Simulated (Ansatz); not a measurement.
# BF₂HS + SiH₄: a complex and its separated parts

The complex below is one end of an elementary step. How strongly is it bound against its free parts?

Program: Ansatz 0.2.0, Gaussian basis. Level of theory: PBE0-D4/def2-TZVP structures, single points in def2-TZVPP, no counterpoise correction. These are calculated values, not measurements.

Levels: SPW92, PBE-D4, BLYP-D4, r2SCAN-D4, B97M-V, PBE0-D4, B3LYP-D4, r2SCAN0-D4, BHLYP-D4, CAM-B3LYP-D4, wB97X-V, wB97M-V, B2PLYP, PBE-QIDH, RPA on PBE, Hartree-Fock, MP2, CCSD, CCSD(T).

Cores are frozen in the correlated methods. B3LYP uses VWN-RPA correlation. B2PLYP carries no dispersion term here.

94 further runs of the same task are left out: 94 set aside as unsound or not needed. Runs told in other sessions of the task aren't counted.

**1. The system as given**

The complex: 10 atoms, charge 0, spin multiplicity 1.

Atoms are counted from 1 here; the program's logs count them from 0.

Bond lengths: B1–S2 1.800 Å, B1–F3 1.317 Å, B1–F4 1.321 Å, S2–H7 1.342 Å, H5–Si6 1.486 Å, Si6–H8 1.485 Å, Si6–H9 1.485 Å, Si6–H10 1.483 Å. Angles: S2–B1–F3 119.3°, S2–B1–F4 122.5°, F3–B1–F4 118.2°, B1–S2–H7 94.5°, H5–Si6–H8 109.3°, H5–Si6–H9 109.2°, H5–Si6–H10 109.6°, H8–Si6–H9 109.4°, H8–Si6–H10 109.6°, H9–Si6–H10 109.8°.

Geometry (Å):

```mol
BF2H5SSi
  3D, bonds by distance, orders not assigned

 10  8  0  0  0  0  0  0  0  0999 V2000
    0.7841   -1.6360   -0.7479 B   0  0
    1.6226   -0.6095   -1.9655 S   0  0
   -0.0545   -2.5659   -1.1572 F   0  0
    0.9810   -1.5015    0.5509 F   0  0
   -1.4884    0.1854   -0.1037 H   0  0
   -1.1247    1.2398    0.8777 Si  0  0
    2.2900    0.1135   -1.0522 H   0  0
    0.2747    1.6730    0.6357 H   0  0
   -2.0357    2.3996    0.7079 H   0  0
   -1.2490    0.7014    2.2544 H   0  0
  1  2  8  0
  1  3  8  0
  1  4  8  0
  2  7  8  0
  5  6  8  0
  6  8  8  0
  6  9  8  0
  6 10  8  0
M  END
```

Its parts: BF₂HS holds atoms 1, 2, 3, 4, 7; SiH₄ holds atoms 5, 6, 8, 9, 10. Each part counts its atoms afresh in its own runs.

**2. Relaxing BF₂HS alone**

Contents of relax-a/in.yaml:

```yaml
crystal:
  periodic: [false, false, false]
  atoms:
    - {symbol: B, position_ang: [0.784074, -1.635960, -0.747912]}
    - {symbol: S, position_ang: [1.622568, -0.609509, -1.965459]}
    - {symbol: F, position_ang: [-0.054518, -2.565861, -1.157165]}
    - {symbol: F, position_ang: [0.980986, -1.501457, 0.550942]}
    - {symbol: H, position_ang: [2.290012, 0.113528, -1.052245]}
basis:
  gaussian: {orbitals: def2-TZVP}
hamiltonian: {xc: pbe0, dispersion: d4}
relax: {f_tol: 0.005, max_steps: 200}
```

Started as:

```sh
$ ansatz run in.yaml --threads 4 --pin off --events-out ev --progress --plain --max-ram 9574MiB
```

The log of the run, shortened:

```text
Functional definition: PBE0
  name "PBE0"
  cite "Adamo & Barone, J. Chem. Phys. 110, 6158 (1999) doi:10.1063/1.478522"
  cite "Perdew, Burke & Ernzerhof, Phys. Rev. Lett. 77, 3865 (1996) doi:10.1103/PhysRevLett.77.3865"
  parent pbe
[...]
796 factors; their error is unknown
[...]
mean field -16958.92472046 eV, -623.2289883047 hartree, gradient 3.5e-5 eV, S^2 0.000000; 0 other end points of the search recorded, 0 dependent functions left out
[...]
reference -16958.92474479 eV, -623.2289891990 hartree; 20, 20 occupied and 116, 116 virtual orbitals, 796 factors
[...]
reference -16958.92490950 eV, -623.2289952518 hartree; 20, 20 occupied and 116, 116 virtual orbitals, 796 factors
Total energy: -16958.99297969 eV, -623.2314967852 hartree
Atom 0 at     0.784920    -1.636757    -0.746651 Å, force     0.000451     0.000622    -0.002231 eV/Å
Atom 1 at     1.617818    -0.605585    -1.965021 Å, force    -0.001304    -0.001217     0.000867 eV/Å
Atom 2 at    -0.052180    -2.567756    -1.157846 Å, force     0.000787     0.000700     0.000400 eV/Å
Atom 3 at     0.977940    -1.499605     0.550910 Å, force    -0.000547    -0.000514     0.001120 eV/Å
Atom 4 at     2.294624     0.110444    -1.053230 Å, force     0.000613     0.000409    -0.000156 eV/Å
Dipole moment:     0.179846     0.205252     0.008452 e Å
```

Run time: 6 s. Hardware: 4 threads of Arm Neoverse V2, shared host.

Along the way: (the energy doesn't fall at every step)

```csv
step,energy from step 1 (eV),largest force component (eV/Å)
1,0.0000,0.0752
2,0.0039,0.2247
3,-0.0001,0.0302
4,-0.0001,0.0115
5,-0.0002,0.0022
```

Close pairs (by a distance rule), those that changed most:

```
 bond  before (Å)  after (Å)  change (Å)
B1–F4       1.321      1.319      -0.002
B1–S2       1.800      1.800      +0.001
B1–F3       1.317      1.318      +0.000
S2–H5       1.342      1.342      -0.000
```

**3. Relaxing SiH₄ alone**

Contents of relax-b/in.yaml:

```yaml
crystal:
  periodic: [false, false, false]
  atoms:
    - {symbol: H, position_ang: [-1.488379, 0.185444, -0.103732]}
    - {symbol: Si, position_ang: [-1.124728, 1.239766, 0.877697]}
    - {symbol: H, position_ang: [0.274709, 1.673040, 0.635717]}
    - {symbol: H, position_ang: [-2.035697, 2.399582, 0.707861]}
    - {symbol: H, position_ang: [-1.249027, 0.701426, 2.254395]}
basis:
  gaussian: {orbitals: def2-TZVP}
hamiltonian: {xc: pbe0, dispersion: d4}
relax: {f_tol: 0.005, max_steps: 200}
```

Started as:

```sh
$ ansatz run in.yaml --threads 4 --pin off --events-out ev --progress --plain --max-ram 9574MiB
```

The log of the run, shortened:

```text
[... 5 set-up lines as earlier in the session ...]
[...]
444 factors; their error is unknown
[...]
mean field -7939.08526569 eV, -291.7560022090 hartree, gradient 1.8e-5 eV, S^2 0.000000; 0 other end points of the search recorded, 0 dependent functions left out
[...]
Atom 1 at    -1.124624     1.239852     0.874378 Å, force     0.000000    -0.000012     0.000035 eV/Å
Atom 2 at     0.275535     1.673029     0.636978 Å, force    -0.000026    -0.000007    -0.000040 eV/Å
Atom 3 at    -2.036201     2.400331     0.710793 Å, force     0.000007    -0.000015    -0.000069 eV/Å
Atom 4 at    -1.249551     0.702887     2.252963 Å, force     0.000003    -0.000049     0.000064 eV/Å
Dipole moment:     0.000000     0.000000    -0.000010 e Å
```

Wall time 0.85 s (4 threads of Arm Neoverse V2, shared host).

Step by step:

| step | energy from step 1 (eV) | largest force component (eV/Å) |
| --- | --- | --- |
| 1 | 0.0000 | 0.0666 |
| 2 | -0.0001 | 0.0086 |
| 3 | -0.0001 | 0.0001 |

Close pairs (by a distance rule), those that changed most:

```csv
bond,before (Å),after (Å),change (Å)
Si2–H5,1.483,1.485,+0.001
H1–Si2,1.486,1.485,-0.001
Si2–H4,1.485,1.485,+0.000
Si2–H3,1.485,1.485,-0.000
```

**4. SPW92/def2-TZVPP**

Contents of parta/in.yaml:

```yaml
crystal:
  periodic: [false, false, false]
  atoms:
    - {symbol: B, position_ang: [0.784920, -1.636757, -0.746651]}
    - {symbol: S, position_ang: [1.617818, -0.605585, -1.965021]}
    - {symbol: F, position_ang: [-0.052180, -2.567756, -1.157846]}
    - {symbol: F, position_ang: [0.977940, -1.499605, 0.550910]}
    - {symbol: H, position_ang: [2.294624, 0.110444, -1.053230]}
basis:
  gaussian: {orbitals: def2-TZVPP}
hamiltonian: {xc: lda}
```

Contents of partb/in.yaml:

```yaml
crystal:
  periodic: [false, false, false]
  atoms:
    - {symbol: H, position_ang: [-1.488281, 0.183159, -0.103174]}
    - {symbol: Si, position_ang: [-1.124624, 1.239852, 0.874378]}
    - {symbol: H, position_ang: [0.275535, 1.673029, 0.636978]}
    - {symbol: H, position_ang: [-2.036201, 2.400331, 0.710793]}
    - {symbol: H, position_ang: [-1.249551, 0.702887, 2.252963]}
basis:
  gaussian: {orbitals: def2-TZVPP}
hamiltonian: {xc: lda}
```

The same command starts each run, in its folder.

Started as:

```sh
$ ansatz run in.yaml --threads 4 --pin off --events-out ev --progress --plain --max-ram 9574MiB
```

Log of parta, shortened:

```text
Functional definition: SPW92
  name "SPW92"
  cite "Dirac, Proc. Camb. Phil. Soc. 26, 376 (1930) doi:10.1017/S0305004100016108"
  cite "Slater, Phys. Rev. 81, 385 (1951) doi:10.1103/PhysRev.81.385"
  cite "Perdew & Wang, Phys. Rev. B 45, 13244 (1992) doi:10.1103/PhysRevB.45.13244"
[...]
824 factors; their error is unknown
[...]
mean field -16889.52918370 eV, -620.6787493669 hartree, gradient 8.1e-6 eV, S^2 0.000000; 0 other end points of the search recorded, 0 dependent functions left out
reference -16889.52921542 eV, -620.6787505325 hartree; 20, 20 occupied and 129, 129 virtual orbitals, 824 factors
Total energy: -16889.52921542 eV, -620.6787505325 hartree
```

partb printed, shortened:

```text
[... 5 set-up lines as earlier in the session ...]
[...]
524 factors; their error is unknown
[...]
mean field -7909.52604120 eV, -290.6697207448 hartree, gradient 2.0e-5 eV, S^2 0.000000; 0 other end points of the search recorded, 0 dependent functions left out
reference -7909.52607329 eV, -290.6697219241 hartree; 9, 9 occupied and 89, 89 virtual orbitals, 524 factors
Total energy: -7909.52607329 eV, -290.6697219241 hartree
```

Wall times: 0.45 s (parta), 0.2 s (partb) on 4 threads of Arm Neoverse V2, shared host.

**5. PBE-D4/def2-TZVPP**

Each input of step 4 (parta, partb) changes in the same lines:

```diff
-hamiltonian: {xc: lda}
+hamiltonian: {xc: pbe, dispersion: d4}
```

Each run has its own folder and the same command.

Started as:

```sh
$ ansatz run in.yaml --threads 4 --pin off --events-out ev --progress --plain --max-ram 9574MiB
```

Log of parta, shortened:

```text
Functional definition: PBE
  name "PBE"
[... 2 set-up lines as earlier in the session ...]
[...]
824 factors; their error is unknown
[...]
mean field -16957.93196691 eV, -623.1925052848 hartree, gradient 1.2e-5 eV, S^2 0.000000; 0 other end points of the search recorded, 0 dependent functions left out
reference -16957.93200111 eV, -623.1925065415 hartree; 20, 20 occupied and 129, 129 virtual orbitals, 824 factors
Total energy: -16958.01428916 eV, -623.1955305718 hartree
```

partb printed, shortened:

```text
[... 4 set-up lines as earlier in the session ...]
[...]
524 factors; their error is unknown
[...]
mean field -7938.15290673 eV, -291.7217386490 hartree, gradient 2.1e-5 eV, S^2 0.000000; 0 other end points of the search recorded, 0 dependent functions left out
reference -7938.15294103 eV, -291.7217399096 hartree; 9, 9 occupied and 89, 89 virtual orbitals, 524 factors
Total energy: -7938.19528194 eV, -291.7232959094 hartree
```

Wall times: 0.65 s (parta), 0.3 s (partb) on 4 threads of Arm Neoverse V2, shared host.

**6. BLYP-D4/def2-TZVPP**

Each input of step 5 (parta, partb) changes in the same lines:

```diff
-hamiltonian: {xc: pbe, dispersion: d4}
+hamiltonian: {xc: {name: BLYP}, dispersion: d4}
```

The same command starts each run, in its folder.

Started as:

```sh
$ ansatz run in.yaml --threads 4 --pin off --events-out ev --progress --plain --max-ram 9574MiB
```

Log of parta, shortened:

```text
Functional definition: BLYP
  name "BLYP"
  cite "Becke, Phys. Rev. A 38, 3098 (1988) doi:10.1103/PhysRevA.38.3098"
  cite "Lee, Yang & Parr, Phys. Rev. B 37, 785 (1988) doi:10.1103/PhysRevB.37.785"
[...]
824 factors; their error is unknown
[...]
mean field -16968.12239944 eV, -623.5669967731 hartree, gradient 1.3e-5 eV, S^2 0.000000; 0 other end points of the search recorded, 0 dependent functions left out
reference -16968.12268051 eV, -623.5670071020 hartree; 20, 20 occupied and 129, 129 virtual orbitals, 824 factors
Total energy: -16968.31103449 eV, -623.5739289832 hartree
```

partb printed, shortened:

```text
[... 4 set-up lines as earlier in the session ...]
[...]
524 factors; their error is unknown
[...]
mean field -7942.32373337 eV, -291.8750137008 hartree, gradient 1.7e-5 eV, S^2 0.000000; 0 other end points of the search recorded, 0 dependent functions left out
reference -7942.32401486 eV, -291.8750240454 hartree; 9, 9 occupied and 89, 89 virtual orbitals, 524 factors
Total energy: -7942.42242960 eV, -291.8786407206 hartree
```

Times: 0.7 s (parta), 0.3 s (partb) on 4 threads of Arm Neoverse V2, shared host.

**7. r2SCAN-D4/def2-TZVPP**

The same edit goes into each in.yaml of step 6 (parta, partb):

```diff
-hamiltonian: {xc: {name: BLYP}, dispersion: d4}
+hamiltonian: {xc: r2scan, dispersion: d4}
```

Each run has its own folder and the same command.

Started as:

```sh
$ ansatz run in.yaml --threads 4 --pin off --events-out ev --progress --plain --max-ram 9574MiB
```

parta printed, shortened:

```text
Functional definition: r2SCAN
  name "r2SCAN"
  cite "Furness, Kaplan, Ning, Perdew & Sun, J. Phys. Chem. Lett. 11, 8208 (2020) doi:10.1021/acs.jpclett.0c02405"
  cite "Furness, Kaplan, Ning, Perdew & Sun, J. Phys. Chem. Lett. 11, 9248 (2020) doi:10.1021/acs.jpclett.0c03077"
  parent r2scan
[...]
824 factors; their error is unknown
[...]
mean field -16965.48525051 eV, -623.4700833375 hartree, gradient 3.5e-5 eV, S^2 0.000000; 0 other end points of the search recorded, 0 dependent functions left out
reference -16965.48526038 eV, -623.4700837001 hartree; 20, 20 occupied and 129, 129 virtual orbitals, 824 factors
Total energy: -16965.50362318 eV, -623.4707585203 hartree
```

Output in partb, shortened:

```text
[... 5 set-up lines as earlier in the session ...]
[...]
524 factors; their error is unknown
[...]
mean field -7941.75741789 eV, -291.8542019910 hartree, gradient 1.4e-5 eV, S^2 0.000000; 0 other end points of the search recorded, 0 dependent functions left out
reference -7941.75742849 eV, -291.8542023804 hartree; 9, 9 occupied and 89, 89 virtual orbitals, 524 factors
Total energy: -7941.76699786 eV, -291.8545540484 hartree
```

Wall times: 1.6 s (parta), 0.65 s (partb) on 4 threads of Arm Neoverse V2, shared host.

**8. B97M-V/def2-TZVPP**

The same edit goes into each in.yaml of step 7 (parta, partb):

```diff
-hamiltonian: {xc: r2scan, dispersion: d4}
+hamiltonian: {xc: {name: B97M-V}}
```

The same command starts each run, in its folder.

Started as:

```sh
$ ansatz run in.yaml --threads 4 --pin off --events-out ev --progress --plain --max-ram 9574MiB
```

Log of parta, shortened:

```text
Functional definition: B97M-V
  name "B97M-V"
  cite "Mardirossian & Head-Gordon, J. Chem. Phys. 142, 074111 (2015) doi:10.1063/1.4907719"
  cite "Becke, J. Chem. Phys. 107, 8554 (1997) doi:10.1063/1.475007"
  cite "Vydrov & Van Voorhis, J. Chem. Phys. 133, 244103 (2010) doi:10.1063/1.3521275"
  # Of w^i u^j: cxij and so on, Table III.
[...]
  gx(w, u) = cx00 + cx01*u + cx02*u^2 + (cx10 + cx11*u)*w
[...]
  gos(w, u) = cos00 + cos01*u + cos03*u^3 + cos10*w + cos32*w^3*u^2
[...]
      + integral(e_c_pw_mod_opposite_spin*gos(b97_w_opposite, b97_u_opposite)) + vv10(b, c)
824 factors; their error is unknown
[...]
mean field -16964.48016833 eV, -623.4331472483 hartree, gradient 2.8e-5 eV, S^2 0.000000; 0 other end points of the search recorded, 0 dependent functions left out
reference -16964.48021816 eV, -623.4331490795 hartree; 20, 20 occupied and 129, 129 virtual orbitals, 824 factors
Total energy: -16964.48021816 eV, -623.4331490795 hartree
```

Output in partb, shortened:

```text
[... 5 set-up lines as earlier in the session ...]
  # Of w^i u^j: cxij and so on, Table III.
[...]
  gx(w, u) = cx00 + cx01*u + cx02*u^2 + (cx10 + cx11*u)*w
[...]
  gos(w, u) = cos00 + cos01*u + cos03*u^3 + cos10*w + cos32*w^3*u^2
[...]
      + integral(e_c_pw_mod_opposite_spin*gos(b97_w_opposite, b97_u_opposite)) + vv10(b, c)
524 factors; their error is unknown
[...]
mean field -7940.58580222 eV, -291.8111459092 hartree, gradient 3.7e-5 eV, S^2 0.000000; 0 other end points of the search recorded, 0 dependent functions left out
reference -7940.58585465 eV, -291.8111478360 hartree; 9, 9 occupied and 89, 89 virtual orbitals, 524 factors
Total energy: -7940.58585465 eV, -291.8111478360 hartree
```

Times: 2.8 s (parta), 1.1 s (partb) on 4 threads of Arm Neoverse V2, shared host.

**9. PBE0-D4/def2-TZVPP**

The same edit goes into each in.yaml of step 8 (parta, partb):

```diff
-hamiltonian: {xc: {name: B97M-V}}
+hamiltonian: {xc: pbe0, dispersion: d4}
+output: {orbitals: {seedname: orbitals}}
```

One command serves all of them, each in its own folder.

Started as:

```sh
$ ansatz run in.yaml --threads 4 --pin off --events-out ev --progress --plain --max-ram 9574MiB
```

parta printed, shortened:

```text
[... 5 set-up lines as earlier in the session ...]
[...]
855 factors; their error is unknown
[...]
mean field -16958.94035214 eV, -623.2295627587 hartree, gradient 2.7e-5 eV, S^2 0.000000; 0 other end points of the search recorded, 0 dependent functions left out
reference -16958.94037655 eV, -623.2295636554 hartree; 20, 20 occupied and 129, 129 virtual orbitals, 855 factors
Total energy: -16959.00844674 eV, -623.2320651888 hartree
```

Log of partb, shortened:

```text
[... 5 set-up lines as earlier in the session ...]
[...]
527 factors; their error is unknown
[...]
mean field -7939.10185132 eV, -291.7566117197 hartree, gradient 5.6e-5 eV, S^2 0.000000; 0 other end points of the search recorded, 0 dependent functions left out
reference -7939.10187722 eV, -291.7566126713 hartree; 9, 9 occupied and 89, 89 virtual orbitals, 527 factors
Total energy: -7939.13645864 eV, -291.7578835151 hartree
```

Times: 0.9 s (parta), 0.3 s (partb) on 4 threads of Arm Neoverse V2, shared host.

**10. B3LYP-D4/def2-TZVPP**

Each input of step 9 (parta, partb) changes in the same lines:

```diff
-hamiltonian: {xc: pbe0, dispersion: d4}
-output: {orbitals: {seedname: orbitals}}
+hamiltonian: {xc: {name: B3LYP}, dispersion: d4}
```

The same command starts each run, in its folder.

Started as:

```sh
$ ansatz run in.yaml --threads 4 --pin off --events-out ev --progress --plain --max-ram 9574MiB
```

parta printed, shortened:

```text
Functional definition: B3LYP
  name "B3LYP"
  cite "Stephens, Devlin, Chabalowski & Frisch, J. Phys. Chem. 98, 11623 (1994) doi:10.1021/j100096a001"
[... 2 set-up lines as earlier in the session ...]
  cite "Vosko, Wilk & Nusair, Can. J. Phys. 58, 1200 (1980) doi:10.1139/p80-159"
[...]
836 factors; their error is unknown
[...]
mean field -16969.44551461 eV, -623.6156203588 hartree, gradient 4.0e-5 eV, S^2 0.000000; 0 other end points of the search recorded, 0 dependent functions left out
reference -16969.44572091 eV, -623.6156279401 hartree; 20, 20 occupied and 129, 129 virtual orbitals, 836 factors
Total energy: -16969.58042492 eV, -623.6205782210 hartree
```

Output in partb, shortened:

```text
[... 6 set-up lines as earlier in the session ...]
[...]
527 factors; their error is unknown
[...]
mean field -7943.47008951 eV, -291.9171415120 hartree, gradient 4.1e-5 eV, S^2 0.000000; 0 other end points of the search recorded, 0 dependent functions left out
reference -7943.47030017 eV, -291.9171492536 hartree; 9, 9 occupied and 89, 89 virtual orbitals, 527 factors
Total energy: -7943.53896577 eV, -291.9196726681 hartree
```

They took 0.9 s (parta), 0.3 s (partb) on 4 threads of Arm Neoverse V2, shared host.

**11. r2SCAN0-D4/def2-TZVPP**

Each input of step 10 (parta, partb) changes in the same lines:

```diff
-hamiltonian: {xc: {name: B3LYP}, dispersion: d4}
+hamiltonian: {xc: {name: r2SCAN0}, dispersion: d4}
```

One command serves all of them, each in its own folder.

Started as:

```sh
$ ansatz run in.yaml --threads 4 --pin off --events-out ev --progress --plain --max-ram 9574MiB
```

Output in parta, shortened:

```text
Functional definition: r2SCAN0
  name "r2SCAN0"
  cite "Bursch, Neugebauer, Ehlert & Grimme, J. Chem. Phys. 156, 134105 (2022) doi:10.1063/5.0086040"
[... 3 set-up lines as earlier in the session ...]
[...]
855 factors; their error is unknown
[...]
mean field -16964.60946760 eV, -623.4378989090 hartree, gradient 5.4e-5 eV, S^2 0.000000; 0 other end points of the search recorded, 0 dependent functions left out
reference -16964.60947517 eV, -623.4378991873 hartree; 20, 20 occupied and 129, 129 virtual orbitals, 855 factors
Total energy: -16964.63116792 eV, -623.4386963811 hartree
```

Log of partb, shortened:

```text
[... 6 set-up lines as earlier in the session ...]
[...]
527 factors; their error is unknown
[...]
mean field -7941.68706730 eV, -291.8516166545 hartree, gradient 3.7e-6 eV, S^2 0.000000; 0 other end points of the search recorded, 0 dependent functions left out
reference -7941.68707576 eV, -291.8516169653 hartree; 9, 9 occupied and 89, 89 virtual orbitals, 527 factors
Total energy: -7941.69813941 eV, -291.8520235470 hartree
```

Wall times: 1.7 s (parta), 0.65 s (partb) on 4 threads of Arm Neoverse V2, shared host.

**12. BHLYP-D4/def2-TZVPP**

The same edit goes into each in.yaml of step 11 (parta, partb):

```diff
-hamiltonian: {xc: {name: r2SCAN0}, dispersion: d4}
+hamiltonian: {xc: {name: BHLYP}, dispersion: d4}
```

The same command starts each run, in its folder.

Started as:

```sh
$ ansatz run in.yaml --threads 4 --pin off --events-out ev --progress --plain --max-ram 9574MiB
```

Output in parta, shortened:

```text
Functional definition: BHLYP
  name "BHLYP"
  cite "Becke, J. Chem. Phys. 98, 1372 (1993) doi:10.1063/1.464304"
[... 2 set-up lines as earlier in the session ...]
[...]
953 factors; their error is unknown
[...]
mean field -16966.60035691 eV, -623.5110627416 hartree, gradient 7.2e-5 eV, S^2 0.000000; 0 other end points of the search recorded, 0 dependent functions left out
reference -16966.60049272 eV, -623.5110677326 hartree; 20, 20 occupied and 129, 129 virtual orbitals, 953 factors
Total energy: -16966.70010715 eV, -623.5147284954 hartree
```

partb printed, shortened:

```text
[... 5 set-up lines as earlier in the session ...]
[...]
546 factors; their error is unknown
[...]
mean field -7942.63999765 eV, -291.8866361988 hartree, gradient 4.8e-6 eV, S^2 0.000000; 0 other end points of the search recorded, 0 dependent functions left out
reference -7942.64014025 eV, -291.8866414395 hartree; 9, 9 occupied and 89, 89 virtual orbitals, 546 factors
Total energy: -7942.68772353 eV, -291.8883900927 hartree
```

Wall times: 1 s (parta), 0.3 s (partb) on 4 threads of Arm Neoverse V2, shared host.

[end of part 1 of 2]
